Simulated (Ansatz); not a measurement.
# InSb (zincblende type): the cost of one run

Program: Ansatz 0.2.0. Level of theory: DFT, r2SCAN, PAW with Ansatz's default frozen-core files, scalar-relativistic. These are calculated values, not measurements.

### 1 The structure to begin with

The structure is cubic, space group F-43m (No. 216). The conventional cell has a = 6.214 Å, b = 6.214 Å, c = 6.214 Å, α = 90.00°, β = 90.00°, γ = 90.00°. In (site symmetry -43m) has 4 Sb at 2.69 Å in its first shell of neighbours. Sb (site symmetry -43m) has 4 In at 2.69 Å in its first shell of neighbours.

As a file:

```xyz
2
Lattice="0.0000 3.1072 3.1072 3.1072 0.0000 3.1072 3.1072 3.1072 0.0000" Properties=species:S:1:pos:R:3 pbc="T T T"
In    0.0000    0.0000    0.0000
Sb    1.5536    1.5536    1.5536
```

Whether this phase is the stable one at these pressures isn't tested.

Atoms are numbered in the order of the input: In1, Sb2.

### 2 Cell relaxed at zero pressure, PAW

input.yaml reads:

```yaml
crystal:
  lattice:
    - [0.0, 3.107232506, 3.107232506]
    - [3.107232506, 0.0, 3.107232506]
    - [3.107232506, 3.107232506, 0.0]
  atoms:
    - { symbol: In, position: [0.0, 0.0, 0.0] }
    - { symbol: Sb, position: [0.25, 0.25, 0.25] }
kpoints:
  mp_grid: { grid: [11, 11, 11] }
scf:
  occupations: { method: fermi_dirac, width: 0.1 }
hamiltonian:
  xc: r2scan
  pseudopotentials: { kind: paw }
output:
  forces: true
  stress: true
  write_density: true
  write_potential: true
  elf: true
  volumetric_format: npy
relax:
  f_tol: 0.005
  max_steps: 40
  cell: {}
```

On the command line:

```sh
> ansatz run input.yaml --threads 1 --pin off --max-ram 2048MiB --backend cpu --events-out ev --progress --plain --runs-dir out
```

What time and memory should one allow on 1 thread of Arm Neoverse V1, shared host?

About 95 s, with a peak of 0.61 GiB.
